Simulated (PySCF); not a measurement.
# W(OH)₃: doublet, from a trigonal planar start

Where does doublet W(OH)₃ go from a trigonal planar start, is the end point a minimum, and what are its modes, charges and moments?

The runs use PySCF 2.14.0; PBE0, basis W def2-TZVP with ECP60, O def2-TZVP, H def2-TZVP, scalar-relativistic core potentials, no spin–orbit coupling, density fitting.

## (1) The system as given

7 atoms, charge 0, spin multiplicity 2.

Bond lengths: W1–O2 2.000 Å, W1–O3 2.000 Å, W1–O4 2.000 Å, O2–H5 0.960 Å, O3–H6 0.960 Å, O4–H7 0.960 Å. Angles: O2–W1–O3 120.0°, O2–W1–O4 120.0°, O3–W1–O4 120.0°, W1–O2–H5 130.0°, W1–O3–H6 130.0°, W1–O4–H7 130.0°.

Z-matrix (Å, degrees; charge 0 multiplicity 2):
```
W
O  1 2.0000
O  1 2.0000 2 120.00
O  1 2.0000 2 120.00 3 180.00
H  2 0.9600 1 130.00 3 180.00
H  3 0.9600 1 130.00 2 0.00
H  4 0.9600 1 130.00 2 180.00
```

## (2) First SCF at the start

One driver script runs all steps and calls PySCF; scf.py shows how it sets up the SCF of each step. The optimiser is the driver's own. After this first run the driver tries any further starts and a stability analysis.

Contents of scf.py:

```python
from pyscf import gto, scf, dft
mol = gto.M(atom='''
W      0.000000     0.000000     0.000000
O      2.000000     0.000000     0.000000
O     -1.000000     1.732100     0.000000
O     -1.000000    -1.732100     0.000000
H      2.617100    -0.735400     0.000000
H     -0.671700     2.634200     0.000000
H     -1.945400    -1.898800     0.000000''',
    basis={'W': 'def2-TZVP', 'O': 'def2-TZVP', 'H': 'def2-TZVP'},
    ecp={'W': 'def2-TZVP'},
    charge=0, spin=1)
mf = dft.UKS(mol, xc='PBE0')
mf.grids.atom_grid = (50, 194)
aux = {'W': 'def2-universal-JKFIT', 'O': 'def2-universal-JKFIT', 'H': 'def2-universal-JKFIT'}
mf = mf.density_fit(auxbasis=aux)
mf.conv_tol = 1e-08
mf.diis_space = 10
mf.max_cycle = 60
mf.init_guess = 'minao'
mf.verbose = 4
mf.kernel()
```

On the command line:

```bash
$ OMP_NUM_THREADS=4 python axn.py task.json out
```

The runs that follow: Relaxation: trigonal planar start, doublet; Relaxing without the symmetry constraint; Hessian and properties.

**Question.** What will these runs give? Wanted: minimum; geometry; wavenumbers; dipole moment; highest occupied, lowest empty level; polar-tensor charge of W1; zero-point energy; atomisation energy; ⟨S²⟩.

The runs gave:

| quantity | value |
| --- | --- |
| minimum | doublet, C1 |
| geometry | O–H 0.955 Å, O–H 0.966 Å (×2), W–O 1.833 Å, W–O 1.866 Å, W–O 1.875 Å; H–O–W 116.1°, H–O–W 118.9°, H–O–W 146.6°, O–W–O 108.6°, O–W–O 118.4°, O–W–O 133.0° |
| wavenumbers (cm⁻¹) | 111 (a), 125 (a), 183 (a), 316 (a), 354 (a), 403 (a), 457 (a), 553 (a), 680 (a), 696 (a), 741 (a), 774 (a), 3757 (a), 3799 (a), 3967 (a) |
| dipole moment | 1.42 D |
| highest occupied, lowest empty level (either spin) | -4.96, -1.66 eV |
| polar-tensor charge of W1 | +1.23 e |
| zero-point energy | 101.2 kJ/mol |
| entropy at 298.15 K | 351.0 J/(mol K) |
| atomisation energy (no zero-point energy) | 2657 kJ/mol |
| ⟨S²⟩ | 0.764 |

**Reading.** The trigonal planar start ends in a minimum without symmetry. In the infrared the band at 3967 cm⁻¹ (a) leads. Most of the spin sits on W1 (Mulliken spin 1.01, against 1 for the whole molecule). The first SCF alone would have been 14 kJ/mol too high. Other starts or spin states, not run here, may lie lower. Open d and f shells are described by one determinant, and the ground state may have another occupation or spin. Spin–orbit coupling, left out here, can matter for elements this heavy.
